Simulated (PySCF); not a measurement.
# FGeH4P: the cost of one run

Computed with PySCF 2.14.0, with density-fitted response routines of our own, on a single molecule in the gas phase. Atoms are numbered from 0 throughout.

## 1. Starting geometry

7 atoms, charge 0, multiplicity 1; geometry from: GFN2-xTB. The atoms were then displaced at random by about 0.01 Å, so the start is not that level's minimum.

Bonds of the start (Å): F0–Ge1 1.73, Ge1–P2 2.29, Ge1–H3 1.51, Ge1–H4 1.51, P2–H5 1.39, P2–H6 1.39.

## 2. Optimising the geometry at PBE0-D3(BJ)/def2-SVP

Job settings and geometry (Å):

```
{"job": {"xc": "PBE0", "basis": "def2-SVP", "d3": "d3bj", "grid": 1, "shake": 0.01, "kind": "geom"}, "charge": 0, "multiplicity": 1}
F     -1.390600     1.520720    -0.104600
Ge    -0.755380    -0.080600     0.069540
P      1.456650     0.216540     0.562200
H     -1.176800    -0.675900    -1.249330
H     -1.636990    -0.616100     1.168980
H      1.785040    -1.086070     0.214460
H      1.752020     0.692310    -0.711180
```

The run is started by

```bash
$ OMP_NUM_THREADS=1 python probes_run.py task.json out
```

The driver reads the jobs from task.json and runs them one after another.

**Question.** How long does this first job take on 1 thread of Arm Neoverse V1, shared host, and how much memory does it need?

About 23 s, with a peak of 0.36 GiB.
